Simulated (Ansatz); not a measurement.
# AlGa2Sb3: the band gap up the ladder of functionals

An exercise on one series of results from a longer session: the logs are not shown, and one member is left open.

Code: Ansatz 0.2.0. PAW datasets, plane waves. Spin-unpolarised throughout. Whether this structure exists isn't addressed.

## The structure to begin with

The cell was relaxed beforehand with r2SCAN.

The symmetry is I-4m2 (No. 119, tetragonal); a = 4.350 Å, c = 18.430 Å in the conventional setting, 29.06 Å³ an atom. Around Al lie 4 Sb at 2.67 Å; around Sb lie 2 Ga at 2.66 Å and 2 Al at 2.67 Å; around Ga lie 4 Sb at 2.66 Å; around Sb lie 4 Ga at 2.66 Å.

Coordinates:

Space group I-4m2 (No. 119). a = 4.350 Å, b = 4.350 Å, c = 18.430 Å, α = 90.00°, β = 90.00°, γ = 90.00°
```json
{"atom": "Al", "site": "2a", "symmetry": "-4m2", "x": "0.0000", "y": "0.0000", "z": "0.0000"}
{"atom": "Sb", "site": "4f", "symmetry": "2mm.", "x": "0.5000", "y": "0.0000", "z": "0.4161"}
{"atom": "Ga", "site": "4e", "symmetry": "2mm.", "x": "0.0000", "y": "0.0000", "z": "0.3328"}
{"atom": "Sb", "site": "2c", "symmetry": "-4m2", "x": "0.0000", "y": "0.5000", "z": "0.2500"}
```

The first run:

input.yaml

```yaml
crystal:
  lattice:
    - [-2.1748819952, 2.1748819952, 9.215043491]
    - [2.1748819952, -2.1748819952, 9.215043491]
    - [2.1748819952, 2.1748819952, -9.215043491]
  atoms:
    - { symbol: Al, position: [0.0, 0.0, 0.0] }
    - { symbol: Sb, position: [0.4160542974, 0.9160542974, 0.5] }
    - { symbol: Ga, position: [0.3328145422, 0.3328145422, 0.0] }
    - { symbol: Sb, position: [0.75, 0.25, 0.5] }
    - { symbol: Ga, position: [0.6671854578, 0.6671854578, 0.0] }
    - { symbol: Sb, position: [0.0839457026, 0.5839457026, 0.5] }
kpoints:
  mp_grid: { grid: [8, 8, 8] }
  band_path:
    path:
      - [[0.0, 0.0, 0.0], [-1.701779022527e-17, 1.701779022527e-17, 0.5], [0.25, 0.25, 0.25], [-2.181240866952e-17, 0.5, 2.181240866952e-17], [0.0, 0.0, 0.0], [0.5, 0.5, -0.5], [0.2639256868897, 0.7360743131103, -0.2639256868897]]
      - [[-0.2639256868897, 0.2639256868897, 0.2639256868897], [0.0, 0.0, 0.0]]
      - [[-1.701779022527e-17, 1.701779022527e-17, 0.5], [-0.02785137377941, 0.02785137377941, 0.5]]
      - [[0.5, 0.5, -0.02785137377941], [0.5, 0.5, -0.5]]
    npoints: 10
hamiltonian:
  xc: pbe
scf:
  occupations: { method: fermi_dirac, width: 0.02 }
  n_extra_bands: 5
output:
  forces: true
  stress: true
  eigenvalues: true
```

Launch:

```console
> ansatz run input.yaml --threads 4 --pin off --max-ram 6451MiB --backend cpu --events-out ev --progress --plain --runs-dir out
```

Steps of the session up to this table: PBE band path; Single point with r2SCAN; HSE06; PBE+SOC; PBE0.

One table of the session follows, with a row left open; its other results are not shown here.

```
  level  gap (eV)
    PBE      0.37
 r2SCAN         ?
  HSE06      1.10
PBE+SOC      0.16
   PBE0      1.63
```

**Question.** Estimate the row for r2SCAN.

As computed: gap (eV): 0.78. In the column «gap (eV)» it lies between PBE (0.37) and HSE06 (1.10).

Meshes: PBE 8×8×8, r2SCAN 8×8×8, HSE06 6×6×6, PBE+SOC 8×8×8, PBE0 6×6×6

PBE+SOC gives the least gap, 0.16 eV, and PBE0 the largest, 1.63 eV. PBE reaches 34 % of the HSE06 value, and r2SCAN 71 %. PBE0 lies 0.53 eV above HSE06, which differs from it by screening the long-range exchange.

To keep in mind: Warnings in the runs' records: stress exchange threshold loose, stress scf threshold loose.
